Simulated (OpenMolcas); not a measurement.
# Fe²⁺ among point charges: CASSCF levels and susceptibility

Aim: the splitting of the states of Fe²⁺ in the field of 6 point charges, its lowest levels with spin-orbit coupling and its magnetic susceptibility.

Program: OpenMolcas 26.06. Level of theory: state-averaged CASSCF, spin-orbit coupling by RASSI with atomic mean-field integrals. These are calculated values, not measurements, unless marked.

1 further run of the same task is left out (it didn't finish).

## (1) Starting point

- Species: Fe²⁺ (iron, Z = 26, 24 electrons)
- Basis: ANO-RCC-VDZP [5s4p2d1f], 34 functions
- Scalar Hamiltonian: DKH2, point nucleus
- Inactive shells: 1s 2s 2p 3s 3p
- Active space: 6 electrons in 5 orbitals (3d)
- Some configurations of this space: 3d⁶
- Orbitals: optimised for each spin and parity, averaged over all roots

Outer shells as boxes (Hund's rule):

3d6
```
3d [↑↓][↑ ][↑ ][↑ ][↑ ]
```

The ion sits among 6 point charges of -2 e arranged as a tetragonal octahedron (D4h), 1.57 Å from the ion. The active orbitals were held to one l.

The work runs as a chain of OpenMolcas steps in one folder; each step below is one input file. Labels, J, g values, rates, χT and fits are worked out afterwards by a script from the matrices that RASSI stores. The input lists half of the charges; inversion (Group=XYZ) makes the rest.

## (2) GATEWAY and SEWARD: basis and integrals

a.inp

```
&GATEWAY
Coord
1

Fe 0.0 0.0 0.0
Basis=ANO-RCC-VDZP
Group=XYZ
NoMove
AngMom=0.0 0.0 0.0
AMFI
XField
3 Angstrom 0
1.570000 0.000000 0.000000 -2.000000
0.000000 1.570000 0.000000 -2.000000
0.000000 0.000000 1.570000 -2.000000
&SEWARD
```

Launch:

```console
> OMP_NUM_THREADS=1 MOLCAS_MEM=1689 MOLCAS_PROJECT=a pymolcas a.inp > a.log
```

## (3) CASSCF: quintets of even parity, 5 roots

a.inp

```
&RASSCF
FileOrb=start.orb
Symmetry=1
Spin=5
nActEl=6 0 0
Inactive=3 6
Ras2=5 0
CIRoot=5 5 1
SDav=5
CIMx=300
Iter=120 100
PrWF=0.3
OrbListing=Nothing
MaxOrb=0
SupSym
1
10 4 5 6 7 8 11 12 13 14 15
0
>>> COPY $Project.JobIph JOB001
```

start.orb holds the contracted functions of the basis, ordered by shell, or the orbitals of the step before.

## (4) CASSCF: triplets of even parity, 45 roots

a.inp

```
&RASSCF
FileOrb=start.orb
Symmetry=1
Spin=3
nActEl=6 0 0
Inactive=3 6
Ras2=5 0
CIRoot=45 45 1
SDav=45
CIMx=300
Iter=120 100
PrWF=0.3
OrbListing=Nothing
MaxOrb=0
SupSym
1
10 4 5 6 7 8 11 12 13 14 15
0
>>> COPY $Project.JobIph JOB002
```

## (5) CASSCF: singlets of even parity, 50 roots

a.inp

```
&RASSCF
FileOrb=start.orb
Symmetry=1
Spin=1
nActEl=6 0 0
Inactive=3 6
Ras2=5 0
CIRoot=50 50 1
SDav=50
CIMx=300
Iter=120 100
PrWF=0.3
OrbListing=Nothing
MaxOrb=0
SupSym
1
10 4 5 6 7 8 11 12 13 14 15
0
>>> COPY $Project.JobIph JOB003
```

## (6) State interaction with spin-orbit coupling

a.inp

```
&RASSI
NrOfJobIphs=3 5 45 50
1 2 3 4 5
1 2 3 4 5 6 7 8 9 10 11 12 13 14 15 16 17 18 19 20 21 22 23 24 25 26 27
28 29 30 31 32 33 34 35 36 37 38 39 40 41 42 43 44 45
1 2 3 4 5 6 7 8 9 10 11 12 13 14 15 16 17 18 19 20 21 22 23 24 25 26 27
28 29 30 31 32 33 34 35 36 37 38 39 40 41 42 43 44 45 46 47 48 49 50
IphNames
JOB001
JOB002
JOB003
EJob
SpinOrbit
DIPRint=1.0
SOCoupling=1000.0
Subsets=2
Property=9
'ANGMOM' 1 'ANGMOM' 2 'ANGMOM' 3 'MLTPL  1' 1 'MLTPL  1' 2 'MLTPL  1' 3
'AMFI' 1 'AMFI' 2 'AMFI' 3
SOProperty=3
'ANGMOM' 1 'ANGMOM' 2 'ANGMOM' 3
```

Q: Predict the outcome of this session. Wanted: spin-free ground state; first state of the same spin within the active space; lowest level; next level.

**Answer**, as computed:

| quantity | value |
| --- | --- |
| method | CASSCF |
| spin-free ground state | quintet, 3-fold in its orbital part |
| first state of the same spin within the active space | 5E at 18600 cm⁻¹ |
| lowest level | 3-fold |
| next level | 171.0 cm⁻¹ |
| χT at 300 K | 3.98 cm³ K/mol |
| effective moment at 300 K | 5.65 μB |

In words: The spin-free ground state (quintet) comes to 100 % from free-ion D terms and keeps the highest spin of the shell. χT at 300 K is 3.98, against 3.01 cm³ K/mol for the spin alone, so orbital moment adds to it. An active space of the d shell alone favours high spin; real ions in strong fields can be low spin. The field of point charges can differ much from that of real complexes. With metal d orbitals alone active, the gaps between spin states are rough; where two lie within a few thousand cm-1, their order is open. Point charges carry no covalency, so the field is a model and not that of real ligands.
